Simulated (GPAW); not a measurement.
A run of GPAW 26.7.0 is set up as follows.

File run.py:

```python
import numpy as np
from ase.io import read, write
from ase.optimize import BFGS
from gpaw import GPAW, PW, setup_paths

setup_paths.insert(0, '.')

atoms = read('POSCAR')
atoms.pbc = (True, True, False)

calc = GPAW(mode=PW(450),
            xc='PBEsol',
            kpts={'size': (6, 6, 1), 'gamma': True},
            occupations={'name': 'fermi-dirac', 'width': 0.05},
            nbands=70,
            convergence={'density': 1e-05, 'energy': 1e-05},
            maxiter=150,
            poissonsolver={'dipolelayer': 'xy'},
            txt='gpaw.txt')
atoms.calc = calc
opt = BFGS(atoms, trajectory='relax.traj', logfile='-')
done = opt.run(fmax=0.02, steps=60)
calc.write('gs.gpw')
write('result.traj', atoms)
print('Converged:', done)
print('Cell:', atoms.cell.cellpar().round(4))
print('Volume:', round(atoms.get_volume(), 4))
print(atoms.get_scaled_positions().round(5))

v = calc.get_electrostatic_potential().mean(axis=(0, 1))
z = np.arange(len(v)) * atoms.cell[2, 2] / len(v)
ef = calc.get_fermi_level()
np.savetxt('planar.dat', np.c_[z, v], fmt='%.4f')
below, above = np.interp([1.5, atoms.cell[2, 2] - 1.5], z, v) - ef
print(f'Work functions: bottom {below:.4f} eV, top {above:.4f} eV')
print('Dipole moment:', *calc.get_dipole_moment().round(5), 'e A')
```

Contents of POSCAR:

```
PtS2
1.0
    3.5431994758      0.0000000000      0.0000000000
   -1.7715997379      3.0685007567      0.0000000000
    0.0000000000      0.0000000000     27.5970000000
S Pt S Pt S Pt S
1 1 2 1 2 1 1
Direct
    0.6666666667      0.3333333334      0.2717686705
    0.0000000000      0.0000000000      0.3174149364
    0.3333333333      0.6666666666      0.3630612023
    0.6666666667      0.3333333334      0.4543537341
    0.0000000000      0.0000000000      0.5000000000
    0.3333333333      0.6666666666      0.5456462659
    0.6666666667      0.3333333334      0.6369387977
    0.0000000000      0.0000000000      0.6825850636
    0.3333333333      0.6666666666      0.7282313295
```

Potentials or basis: PAW data sets generated in the run's folder for this functional, pw.

Launch:

```console
$ gpaw-setup -f PBEsol Pt S
$ OMP_NUM_THREADS=1 python run.py
```

Question: Estimate the energy gained by relaxing.

Answer: 8.4 meV/atom.

Question: Predict the ionisation potential of the upper face.

Answer: 5.65 eV.

Question: What does it give for the work function of the lower face?

Answer: 5.17 eV.

Step by step:
| step | energy change (eV) | largest force (eV/Å) |
| --- | --- | --- |
| 1 | 0.0000 | 0.6336 |
| 2 | -0.0249 | 0.5047 |
| 3 | -0.0749 | 0.1341 |
| 4 | -0.0756 | 0.0730 |
| 5 | -0.0760 | 0.0170 |

Caveat: the cutoff is short for stress and forces, so pressures can be off by a GPa or more; later steps reuse the first step's grids.
